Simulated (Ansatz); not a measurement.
# CuO: the cost of one run

Method: DFT LDA+U (U_eff = 5 eV on Cu d), plane waves, PAW, in Ansatz 0.2.0.

**1. The structure to begin with**

Symmetry: P6_3/mmc, No. 194, hexagonal system. The conventional cell has a = 3.180 Å, b = 3.180 Å, c = 4.431 Å, α = 90.00°, β = 90.00°, γ = 120.00°. Cu (site symmetry -3m) is surrounded by 6 O at 2.14 Å and 2 Cu at 2.22 Å. O (site symmetry -6m2) has 6 Cu at 2.14 Å as nearest neighbours.

As a file:

```xyz
8
Lattice="3.1795 0.0000 0.0000 -1.5898 2.7536 0.0000 0.0000 0.0000 8.8630" Properties=species:S:1:pos:R:3 pbc="T T T"
Cu    0.0000    0.0000    0.0000
Cu    0.0000    0.0000    2.2157
O     0.0000    1.8357    1.1079
O     1.5898    0.9179    3.3236
Cu    0.0000    0.0000    4.4315
Cu    0.0000    0.0000    6.6472
O     0.0000    1.8357    5.5394
O     1.5898    0.9179    7.7551
```

Magnetic order typed: antiferromagnetic, doubled cell 0 0 1/2.

**2. From atoms, symmetry kept, no search**

The input, input.yaml:

```yaml
crystal:
  lattice:
    - [3.1795331, 0.0, 0.0]
    - [-1.58976655, 2.75355644, 0.0]
    - [0.0, 0.0, 8.86298146]
  atoms:
    - { symbol: Cu, position: [0.0, 0.0, 0.0], spin: 1.0 }
    - { symbol: Cu, position: [0.0, 0.0, 0.25], spin: 1.0 }
    - { symbol: O, position: [0.3333333333, 0.6666666667, 0.125] }
    - { symbol: O, position: [0.6666666667, 0.3333333333, 0.375] }
    - { symbol: Cu, position: [0.0, 0.0, 0.5], spin: -1.0 }
    - { symbol: Cu, position: [0.0, 0.0, 0.75], spin: -1.0 }
    - { symbol: O, position: [0.3333333333, 0.6666666667, 0.625] }
    - { symbol: O, position: [0.6666666667, 0.3333333333, 0.875] }
basis:
  ecutwfc: 420
  ecutrho_ratio: 4
kpoints:
  mp_grid: { grid: [7, 7, 2] }
hamiltonian:
  xc: lda
  hubbard:
    sites:
      - { site: 0, l: d, u_eff: 5.0 }
      - { site: 1, l: d, u_eff: 5.0 }
      - { site: 4, l: d, u_eff: 5.0 }
      - { site: 5, l: d, u_eff: 5.0 }
scf:
  occupations: { method: gaussian, width: 0.05 }
  lower_state_search: "off"
  max_iter: 150
output:
  forces: true
  stress: true
  eigenvalues: true
  populations: true
  hubbard:
    sites:
      - { site: 0, l: d }
      - { site: 1, l: d }
      - { site: 4, l: d }
      - { site: 5, l: d }
magnetization:
  spin_polarized: true
```

Run with:

```
> ansatz run input.yaml --threads 4 --pin off --max-ram 6144MiB --backend cpu --events-out ev --progress --plain --runs-dir out
```

Q: Estimate wall time and peak memory on 4 threads of Arm Neoverse V1, shared host.

About 4.9 s, with a peak of 0.46 GiB.
